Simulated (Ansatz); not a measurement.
Run this with Ansatz's Python interface and show what comes out.

Script `opt_c2h5fgeo.py`:
```python
import ansatz as az
import numpy as np

BASIS_SET = "def2-SVP"
FUNCTIONAL = "PBE0"

GEOMETRY = """
C    -0.91850   -0.91490    0.97390
C     0.19520   -1.28290    0.46010
O     0.98580   -0.48700   -0.37000
Ge    0.70890    1.21910   -0.89870
F    -0.83750    1.19610   -1.86690
H    -1.36340    0.13220    0.76820
H    -1.51900   -1.53570    1.59060
H     0.57470   -2.26370    0.69100
H     0.45190    2.13400    0.38910
H     1.80510    1.75150   -1.73430
"""


def main() -> None:
    geometry = az.Crystal.molecule()
    for line in GEOMETRY.strip().splitlines():
        symbol, *xyz = line.split()
        geometry = geometry.atom(symbol, [float(v) for v in xyz])

    model = (
        geometry.calculation()
        .basis(gaussian=BASIS_SET)
        .functional(FUNCTIONAL)
        .scf(lower_state_search="light")
    )
    symbols = [site.symbol for site in geometry.cartesian_sites]
    start = np.array([site.position_ang for site in geometry.cartesian_sites], dtype=float)
    def progress(event):
        if event["event"] == "relax_step":
            row = event["data"]
            print(f"step {row['step']:3d}  E = {row['lagrangian_ev']:.6f} eV  max force {row['allowed_force_max_ev_ang']:.4f} eV/A")


    summary = model.relax(force_tolerance=0.01).session().plan().execute(on_event=progress).report
    end = np.array(summary["positions_ang"])

    print("reference energy %16.6f eV" % summary["reference_energy_ev"])
    print("total energy     %16.6f eV" % summary["free_energy_ev"])
    print("occupied (up, down):", summary["n_occupied"], " virtual:", summary["n_virtual"], " frozen:", summary["n_frozen"])

    print("final positions (A) and the move of each atom")
    for symbol, xyz, old in zip(symbols, end, start):
        print(f"{symbol:2s} {xyz[0]:10.5f} {xyz[1]:10.5f} {xyz[2]:10.5f}   {np.linalg.norm(xyz - old):7.4f}")


if __name__ == "__main__":
    main()
```

`python opt_c2h5fgeo.py` gives:
```text
step   1  E = -63410.722043 eV  max force 3.6308 eV/A
step   2  E = -63411.191597 eV  max force 1.0114 eV/A
step   3  E = -63411.241642 eV  max force 0.3253 eV/A
step   4  E = -63411.256395 eV  max force 0.1117 eV/A
step   5  E = -63411.259996 eV  max force 0.0783 eV/A
step   6  E = -63411.262107 eV  max force 0.2097 eV/A
step   7  E = -63411.265037 eV  max force 0.1206 eV/A
step   8  E = -63411.266048 eV  max force 0.0127 eV/A
step   9  E = -63411.266367 eV  max force 0.0180 eV/A
step  10  E = -63411.266434 eV  max force 0.0149 eV/A
step  11  E = -63411.266458 eV  max force 0.0057 eV/A
reference energy    -63411.266485 eV
total energy        -63411.266485 eV
occupied (up, down): [33, 33]  virtual: [80, 80]  frozen: 0
final positions (A) and the move of each atom
C    -1.02161   -0.89920    0.86034    0.1542
C     0.22431   -1.17842    0.46897    0.1088
O     0.95066   -0.51066   -0.45677    0.0966
Ge    0.70123    1.21245   -0.82709    0.0723
F    -0.86928    1.39767   -1.55237    0.3749
H    -1.60643   -0.09115    0.41181    0.4858
H    -1.49517   -1.51576    1.62543    0.0467
H     0.78183   -2.02632    0.88455    0.3697
H     0.67140    2.01529    0.47596    0.2642
H     1.74627    1.54480   -1.88783    0.2641
```

Reading the output:
- These settings explore the input space; basis and method may be short of convergence.
- The end point is the stationary point reached from this start; no frequency run checks that it is a minimum, and the basis set is modest.
- Hardware and time: 78 s on 1 thread of Arm Neoverse V1, on a shared host, peak memory 0.35 GiB.

(Lines on the test bed's own set-up are left out of the output.)
